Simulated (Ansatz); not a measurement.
# InSb3 (Fm-3m) in Ansatz: convergence with wavefunction cutoff

Aim: find how far wavefunction cutoff must go before the results for InSb3 settle, at PBE. This setting moves, with any that are tied to it; all else stays.

Program: Ansatz 0.2.0. These are calculated values, not measurements. Logs are shortened: lines on timing, memory, paths and dates and some standing lists are left out, and cuts for length are marked.

## (1) Starting point

It takes space group Fm-3m (No. 225, cubic). Conventional cell: a = 7.589 Å, b = 7.589 Å, c = 7.589 Å, α = 90.00°, β = 90.00°, γ = 90.00°. Sb (site symmetry m-3m) is surrounded by 8 Sb at 3.29 Å. Around Sb (site symmetry -43m) lie 4 In at 3.29 Å and 4 Sb at 3.29 Å. In (site symmetry m-3m) has 8 Sb at 3.29 Å as nearest neighbours.

The cell comes from a database or a generator and needn't be the stable form of this composition.

## (2) With wavefunction cutoff 200 eV

input.yaml

```yaml
crystal:
  lattice:
    - [0.0, 3.794555, 3.794555]
    - [3.794555, 0.0, 3.794555]
    - [3.794555, 3.794555, 0.0]
  atoms:
    - { symbol: Sb, position: [0.5, 0.5, 0.5] }
    - { symbol: Sb, position: [0.75, 0.75, 0.75] }
    - { symbol: Sb, position: [0.25, 0.25, 0.25] }
    - { symbol: In, position: [0.0, 0.0, 0.0] }
hamiltonian:
  xc: pbe
  pseudopotentials: { kind: paw_fr }
magnetization:
  noncollinear: true
  spin_orbit: true
kpoints:
  mp_grid: { grid: [5, 5, 5] }
scf:
  occupations: { method: gaussian, width: 0.05 }
output:
  forces: true
  stress: true
  eigenvalues: true
basis:
  ecutwfc: "200 eV"
```

Potentials or basis: Ansatz PAW.

The run is started by

```bash
ansatz run input.yaml --threads 2 --pin off --max-ram 5632MiB --backend cpu --events-out ev --progress --plain --runs-dir out
```

Wall time 3.5 s (2 threads of Arm Neoverse V1, shared host); peak memory 0.49 GiB.

Results:

```
Free energy            : -25021.1911 eV
Pressure               : -3.1 GPa
Band gap on the k mesh : none (metal or under the smearing width)
```

## (3) With wavefunction cutoff 250 eV

Changes to input.yaml since step 2:

```diff
@@ -25,2 +25,2 @@
 basis:
-  ecutwfc: "200 eV"
+  ecutwfc: "250 eV"
```

Potentials or basis: Ansatz PAW.

The run is started by

```bash
ansatz run input.yaml --threads 2 --pin off --max-ram 5632MiB --backend cpu --events-out ev --progress --plain --runs-dir out
```

Wall time 4 s (2 threads of Arm Neoverse V1, shared host); peak memory 0.53 GiB.

What came out:

* Free energy: -25055.6512 eV
* Pressure: -0.3 GPa
* Band gap on the k mesh: none (metal or under the smearing width)

## (4) With wavefunction cutoff 300 eV

Changes to input.yaml since step 3:

```diff
@@ -25,2 +25,2 @@
 basis:
-  ecutwfc: "250 eV"
+  ecutwfc: "300 eV"
```

The run is started by

```bash
ansatz run input.yaml --threads 2 --pin off --max-ram 5632MiB --backend cpu --events-out ev --progress --plain --runs-dir out
```

Run time: 5.2 s. Hardware: 2 threads of Arm Neoverse V1, shared host; peak memory 0.57 GiB.

What came out:

```yaml
Free_energy: -25059.5220 eV
Pressure: 0.3 GPa
Band_gap_on_the_k_mesh: none (metal or under the smearing width)
```

## (5) With wavefunction cutoff 350 eV

Changes to input.yaml since step 4:

```diff
@@ -25,2 +25,2 @@
 basis:
-  ecutwfc: "300 eV"
+  ecutwfc: "350 eV"
```

The run is started by

```bash
ansatz run input.yaml --threads 2 --pin off --max-ram 5632MiB --backend cpu --events-out ev --progress --plain --runs-dir out
```

It took 6 s on 2 threads of Arm Neoverse V1, shared host; peak memory 0.62 GiB.

What came out:

```
Free energy            : -25059.8533 eV
Pressure               : 0.3 GPa
Band gap on the k mesh : none (metal or under the smearing width)
```

## (6) With wavefunction cutoff 400 eV

Changes to input.yaml since step 5:

```diff
@@ -25,2 +25,2 @@
 basis:
-  ecutwfc: "350 eV"
+  ecutwfc: "400 eV"
```

Potentials or basis: Ansatz PAW.

The run is started by

```bash
ansatz run input.yaml --threads 2 --pin off --max-ram 5632MiB --backend cpu --events-out ev --progress --plain --runs-dir out
```

It took 6.6 s on 2 threads of Arm Neoverse V1, shared host; peak memory 0.66 GiB.

The run converged. Its results:

```
Free energy            : -25059.8665 eV
Pressure               : 0.3 GPa
Band gap on the k mesh : none (metal or under the smearing width)
```

## (7) With wavefunction cutoff 450 eV

Changes to input.yaml since step 6:

```diff
@@ -25,2 +25,2 @@
 basis:
-  ecutwfc: "400 eV"
+  ecutwfc: "450 eV"
```

The run is started by

```bash
ansatz run input.yaml --threads 2 --pin off --max-ram 5632MiB --backend cpu --events-out ev --progress --plain --runs-dir out
```

It took 7.9 s on 2 threads of Arm Neoverse V1, shared host; peak memory 0.72 GiB.

The run converged. Its results:

```yaml
Free_energy: -25059.8710 eV
Pressure: 0.3 GPa
Band_gap_on_the_k_mesh: none (metal or under the smearing width)
```

## (8) With wavefunction cutoff 500 eV

Changes to input.yaml since step 7:

```diff
@@ -25,2 +25,2 @@
 basis:
-  ecutwfc: "450 eV"
+  ecutwfc: "500 eV"
```

The run is started by

```bash
ansatz run input.yaml --threads 2 --pin off --max-ram 5632MiB --backend cpu --events-out ev --progress --plain --runs-dir out
```

Wall time 8.6 s (2 threads of Arm Neoverse V1, shared host); peak memory 0.77 GiB.

The run converged. Its results:

```yaml
Free_energy: -25059.8734 eV
Pressure: 0.3 GPa
Band_gap_on_the_k_mesh: none (metal or under the smearing width)
```

## (9) With wavefunction cutoff 600 eV

Changes to input.yaml since step 8:

```diff
@@ -25,2 +25,2 @@
 basis:
-  ecutwfc: "500 eV"
+  ecutwfc: "600 eV"
```

Potentials or basis: Ansatz PAW.

The run is started by

```bash
ansatz run input.yaml --threads 2 --pin off --max-ram 5632MiB --backend cpu --events-out ev --progress --plain --runs-dir out
```

Wall time 11 s (2 threads of Arm Neoverse V1, shared host); peak memory 0.88 GiB.

Results (log left out):

```
Free energy            : -25059.8739 eV
Pressure               : 0.3 GPa
Band gap on the k mesh : none (metal or under the smearing width)
```

## (10) With wavefunction cutoff 800 eV

Changes to input.yaml since step 9:

```diff
@@ -25,2 +25,2 @@
 basis:
-  ecutwfc: "600 eV"
+  ecutwfc: "800 eV"
```

Potentials or basis: Ansatz PAW.

The run is started by

```bash
ansatz run input.yaml --threads 2 --pin off --max-ram 5632MiB --backend cpu --events-out ev --progress --plain --runs-dir out
```

Output:

```text
Warning: RAYON_NUM_THREADS=2 ignored (pool sized by the plan → 2); use --threads N
Engine: ansatz 0.2.0, aarch64-unknown-linux-gnu
Pseudopotentials: kind: paw_fr
Pseudopotential: Sb, paw_fr, valence charge 15, recommended cutoff 420 eV (normal), Sb.paw.azcp#standard-fr
Pseudopotential: In, paw_fr, valence charge 13, recommended cutoff 420 eV (normal), In.paw.azcp#standard-fr
Functional definition: PBE
  parameter kappa = 0.804
  parameter beta = 0.06672455060314922
  exchange = pbe_x(kappa = kappa, mu = beta*pi^2/3)
  correlation = pbe_c(beta = beta)
non-collinear run that drives no moment, with spin-orbit: no starting moment large enough to seed its density (crystal.atoms[].spin), no starting occupations that ask for one, no magnetisation constraint and no magnetic field, so the semilocal B_xc is pinned to zero
Crystal: 4 atoms, lattice volume = 109.273 Å³
Basis set: ecut = 800 eV, 5601 PW (Γ), exchange–correlation on 100×100×100 points (8 copies of the dense FFT grid, shifted against one another)
Bands: 70, of which v1, the nominal top of the filled ones, is band 58 counted from 1 (57 counted from 0)
Symmetry: 48 space group operations + 48 with time reversal
Magnetic group: BNS 225.117 (UNI 1619), of the structure as read, at distance tolerance 4.8e-5 Å
k-points: 10 of 125
Projection manifold: j_resolved (fully-relativistic pseudo-atomic orbitals)
Non-local potential: Sb, projectors of the file, l = 0: 2, l = 1: 4, l = 2: 4, l = 3: 4
Non-local potential: In, projectors of the file, l = 0: 2, l = 1: 4, l = 2: 4, l = 3: 4
PAW form: soft (Blöchl's): semilocal exchange-correlation on the pseudo side does not see the compensation charge
PAW one-centre angular grid: Sb, 590 points (default); XC on 96 Gauss nodes
PAW one-centre angular grid: In, 590 points (default); XC on 64 Gauss nodes
Initial density: superposition of atomic densities (chi_scale 0.1, normalization cell, long waves kept (reshape's long-wave potential 0.00 eV rms))
Initial wavefunctions: pseudopotential atomic-orbital guess
Functional: x = pbe(κ = 0.804, μ = 0.2195149727645171), c = pbe(β = 0.06672455060314922)
SCF iter   1: F=—  HF=-25060.030014 eV  |F-HF|=—  |Δ(HF+E_count)|=         —  Δρ=1.48e-2  dr2=4.77e-1  dr2_m=0.00e0 (ungated)  ethr=3.10e-3  |M|=0.00e0 ∫|m|=0.00e0 μB  |m|>n=0.0e0 m-floor=0.0e0 τ_xc=0.0e0  β_m=0.30  ⟨swp⟩=8.2  Hψ=1737  notcnv=0  defer=2
preconditioner: auto → Resta (q_TF=auto, 2.455 Å⁻¹)  ε∞=3.9  [insulator: Δε(μ)=0.081 eV  Ē_g=11.023 eV  σ=0.050 eV  W_gap=0.74  n_scr=26 (ndim 8)  ℏωp=18.8 eV  f_vac=0.000  D(μ)=1.97/eV (n_scr^D=14)  ε∞_Penn≈3.9]
spin=Noncollinear: Resta preconditioning applied to the charge; magnetization (m_x, m_y, m_z) channels mix plain (no charge-response kernel on spin).
SCF iter   2: F=—  HF=-25059.936985 eV  |F-HF|=—  |Δ(HF+E_count)|=   9.30e-2  Δρ=9.95e-3  dr2=2.07e-1  dr2_m=0.00e0 (ungated)  ethr=8.22e-4  |M|=0.00e0 ∫|m|=0.00e0 μB  |m|>n=0.0e0 m-floor=0.0e0 τ_xc=0.0e0  β_m=0.59  ⟨swp⟩=2.1  Hψ=441  notcnv=0  defer=48
SCF iter   3: F=—  HF=-25059.874888 eV  |F-HF|=—  |Δ(HF+E_count)|=   6.21e-2  Δρ=1.99e-3  dr2=2.71e-3  dr2_m=0.00e0 (ungated)  ethr=3.57e-4  |M|=0.00e0 ∫|m|=0.00e0 μB  |m|>n=0.0e0 m-floor=0.0e0 τ_xc=0.0e0  β_m=0.71  ⟨swp⟩=4.0  Hψ=685  notcnv=0  defer=48
SCF iter   4: F=—  HF=-25059.874307 eV  |F-HF|=—  |Δ(HF+E_count)|=   5.81e-4  Δρ=5.19e-4  dr2=3.45e-4  dr2_m=0.00e0 (ungated)  ethr=4.67e-6  |M|=0.00e0 ∫|m|=0.00e0 μB  |m|>n=0.0e0 m-floor=0.0e0 τ_xc=0.0e0  β_m=0.69  ⟨swp⟩=2.0  Hψ=653  notcnv=0  defer=48
SCF iter   5: F=—  HF=-25059.874235 eV  |F-HF|=—  |Δ(HF+E_count)|=   7.28e-5  Δρ=1.37e-4  dr2=2.25e-5  dr2_m=0.00e0 (ungated)  ethr=5.95e-7  |M|=0.00e0 ∫|m|=0.00e0 μB  |m|>n=0.0e0 m-floor=0.0e0 τ_xc=0.0e0  β_m=0.84  ⟨swp⟩=2.0  Hψ=599  notcnv=0  defer=48
SCF iter   6: F=—  HF=-25059.874219 eV  |F-HF|=—  |Δ(HF+E_count)|=   1.54e-5  Δρ=1.88e-5  dr2=4.63e-7  dr2_m=0.00e0 (ungated)  ethr=3.89e-8  |M|=0.00e0 ∫|m|=0.00e0 μB  |m|>n=0.0e0 m-floor=0.0e0 τ_xc=0.0e0  β_m=0.87  ⟨swp⟩=2.0  Hψ=634  notcnv=0  defer=48
SCF iter   7: F=-25059.874219 eV  HF=-25059.874219 eV  |F-HF|=8.45e-9  |Δ(HF+E_count)|=   7.45e-8  Δρ=3.83e-6  dr2=1.51e-8  dr2_m=0.00e0 (ungated)  ethr=1.72e-10  |M|=0.00e0 ∫|m|=0.00e0 μB  |m|>n=0.0e0 m-floor=0.0e0 τ_xc=0.0e0  ⟨swp⟩=11.6  Hψ=1727  notcnv=0
SCF 1 converged in 7 iterations: F = -25059.874219 eV  dr2 = 1.51e-8
SCF converged after 7 iterations
Magnetization: |M| = 0.0000 μB,  M = (+0.0000, +0.0000, +0.0000) μB
Absolute magnetization: 0.0000 μB (∫|m|)
  site 0: m = (+0.0000, +0.0000, +0.0000) μB, |m| = 0.0000 μB  (R = 1.36 Å)
  site 1: m = (+0.0000, +0.0000, +0.0000) μB, |m| = 0.0000 μB  (R = 1.36 Å)
  site 2: m = (+0.0000, +0.0000, +0.0000) μB, |m| = 0.0000 μB  (R = 1.36 Å)
  site 3: m = (+0.0000, +0.0000, +0.0000) μB, |m| = 0.0000 μB  (R = 1.36 Å)
Free energy (F): -25059.874219 eV
Harris-Foulkes:  -25059.874219 eV  (|F-HF|=8.45e-9)
Internal energy: -25059.870647 eV  (E = F + TS)
E sigma→0 (E₀):  -25059.872433 eV
Entropy (-TS):   -0.003572 eV (-0.893 meV/atom)
Fermi energy:    10.608038 eV
--- Per-component energies (eV) ---
  E_band       = -474.523169
  E_kinetic    = 860.540058
  E_local      = -5454.466168  (includes V_loc(G=0)·N_el)
  E_nonlocal   = 1451.995553
  E_hartree    = 2417.112615
  E_xc         = -631.752721
  E_vxc        = -388.790981  (∫ρ·V_xc dr)
  E_paw        = -17885.605311  (= ΣΔE_a)
  E_vpaw       = -1778.023341  (= ΣTr[D̂ρ^β])
  E_aug_tail   = 0.000001  (compensation charges beyond the density's cutoff)
  E_ewald      = -5817.694674
  E_smearing   = -0.003572  (= −TS)
  E_closure    = -0.000000  (closes the sum)
  Σ components = -25059.874219   (vs F -25059.874219, Δ=0.00e0)
--- Forces (eV/Å), atoms counted from 1 ---
  atom   1  Sb     0.00000000     0.00000000    -0.00000000
  atom   2  Sb    -0.00000000    -0.00000000    -0.00000000
  atom   3  Sb    -0.00000000     0.00000000     0.00000000
  atom   4  In    -0.00000000    -0.00000000    -0.00000000
  max |Σ_I F_I| component: 4.16e-17 eV/Å
--- Stress (GPa, compression-positive) ---
        0.314998      -0.000000       0.000000
        0.000000       0.314998       0.000000
       -0.000000      -0.000000       0.314998
  P = ⅓ Tr σ = 0.3150 GPa (3.150 kbar)
--- Band table (eV; the first three rows and the last of 10) ---
  k-point 0: bands = ["-19.0669", "-19.0669", "-19.0669", "-19.0669", "-18.9361", "-18.9361", "-18.9361", "-18.9361", "-18.9313", "-18.9313", "-18.9313", "-18.9313", "-17.8342", "-17.8342", "-17.8233", "-17.8233", "-17.8233", "-17.8233", "-17.7001", "-17.7001", "-17.6983", "-17.6983", "-17.6983", "-17.6983", "-17.6846", "-17.6846", "-17.6846", "-17.6846", "-17.6788", "-17.6788", "-3.9814", "-3.9814", "-3.9814", "-3.9814", "-3.1434", "-3.1434", "-3.1223", "-3.1223", "-3.1223", "-3.1223", "-1.2679", "-1.2679", "3.1713", "3.1713", "4.2367", "4.2367", "8.1334", "8.1334", "8.1986", "8.1986", "8.6457", "8.6457", "8.6457", "8.6457", "8.6755", "8.6755", "8.7703", "8.7703", "8.7703", "8.7703", "9.9121", "9.9121", "10.4613", "10.4613", "10.4613", "10.4613", "14.4559", "14.4559", "14.4559", "14.4559"]
  k-point 1: bands = ["-19.0670", "-19.0670", "-19.0666", "-19.0666", "-18.9358", "-18.9358", "-18.9356", "-18.9356", "-18.9319", "-18.9319", "-18.9317", "-18.9317", "-17.8321", "-17.8321", "-17.8248", "-17.8248", "-17.8238", "-17.8238", "-17.6983", "-17.6983", "-17.6971", "-17.6971", "-17.6970", "-17.6970", "-17.6857", "-17.6857", "-17.6853", "-17.6853", "-17.6813", "-17.6813", "-3.9821", "-3.9821", "-3.9813", "-3.9813", "-3.1436", "-3.1436", "-3.1252", "-3.1252", "-3.1208", "-3.1208", "-0.9737", "-0.9737", "2.7765", "2.7765", "3.7307", "3.7307", "7.1332", "7.1332", "7.6310", "7.6310", "7.9855", "7.9855", "8.1832", "8.1832", "8.8234", "8.8234", "9.1661", "9.1661", "10.4122", "10.4122", "10.7413", "10.7413", "10.8794", "10.8794", "12.4519", "12.4519", "15.3854", "15.3854", "15.5774", "15.5774"]
  k-point 2: bands = ["-19.0672", "-19.0672", "-19.0660", "-19.0660", "-18.9348", "-18.9348", "-18.9343", "-18.9343", "-18.9332", "-18.9332", "-18.9326", "-18.9326", "-17.8285", "-17.8285", "-17.8272", "-17.8272", "-17.8247", "-17.8247", "-17.6951", "-17.6951", "-17.6934", "-17.6934", "-17.6932", "-17.6932", "-17.6885", "-17.6885", "-17.6879", "-17.6879", "-17.6866", "-17.6866", "-3.9837", "-3.9837", "-3.9812", "-3.9812", "-3.1450", "-3.1450", "-3.1296", "-3.1296", "-3.1183", "-3.1183", "-0.1472", "-0.1472", "1.4887", "1.4887", "3.3103", "3.3103", "6.2865", "6.2865", "7.3662", "7.3662", "7.7232", "7.7232", "8.2735", "8.2735", "8.6286", "8.6286", "9.6341", "9.6341", "11.9239", "11.9239", "12.1835", "12.1835", "12.4023", "12.4023", "13.6811", "13.6811", "14.6047", "14.6047", "14.9615", "14.9615"]
  k-point 9: bands = ["-19.0667", "-19.0667", "-19.0663", "-19.0663", "-18.9363", "-18.9363", "-18.9352", "-18.9352", "-18.9322", "-18.9322", "-18.9314", "-18.9314", "-17.8279", "-17.8279", "-17.8267", "-17.8267", "-17.8255", "-17.8255", "-17.6964", "-17.6964", "-17.6945", "-17.6945", "-17.6928", "-17.6928", "-17.6901", "-17.6901", "-17.6870", "-17.6870", "-17.6839", "-17.6839", "-3.9849", "-3.9849", "-3.9810", "-3.9810", "-3.1458", "-3.1458", "-3.1271", "-3.1271", "-3.1229", "-3.1229", "0.5858", "0.5858", "1.7610", "1.7610", "1.9600", "1.9600", "4.6114", "4.6114", "7.3771", "7.3771", "7.9402", "7.9402", "8.1918", "8.1918", "10.2184", "10.2184", "11.2911", "11.2911", "11.7427", "11.7427", "12.2963", "12.2963", "13.3750", "13.3750", "13.5485", "13.5485", "15.3276", "15.3276", "15.6133", "15.6133"]
```

It took 18 s on 2 threads of Arm Neoverse V1, shared host; peak memory 1.1 GiB.

Results:

- Free energy: -25059.8742 eV
- Pressure: 0.3 GPa
- Band gap on the k mesh: none (metal or under the smearing width)

## (11) Summary

```
wavefunction cutoff  energy less the tightest run, at zero smearing (meV/atom)  pressure (GPa)  SCF cycles  CPU time (s)  peak memory (GiB)
             200 eV                                                    9671.05           -3.09           8           6.7               0.49
             250 eV                                                    1055.77           -0.34           7           7.7               0.53
             300 eV                                                      88.06            0.26           7            10               0.57
             350 eV                                                       5.22            0.34           7            12               0.62
             400 eV                                                       1.93            0.32           7            13               0.66
             450 eV                                                       0.80            0.32           7            15               0.72
             500 eV                                                       0.20            0.32           7            17               0.77
             600 eV                                                       0.08            0.32           7            23               0.88
             800 eV                                                       0.00            0.31           7            35                1.1
```

Against the tightest run, the energy stays within 1 meV/atom from 450 eV on; the pressure stays within 0.1 GPa from 300 eV on. The tightest run that finished is the yardstick and may itself not be fully converged.
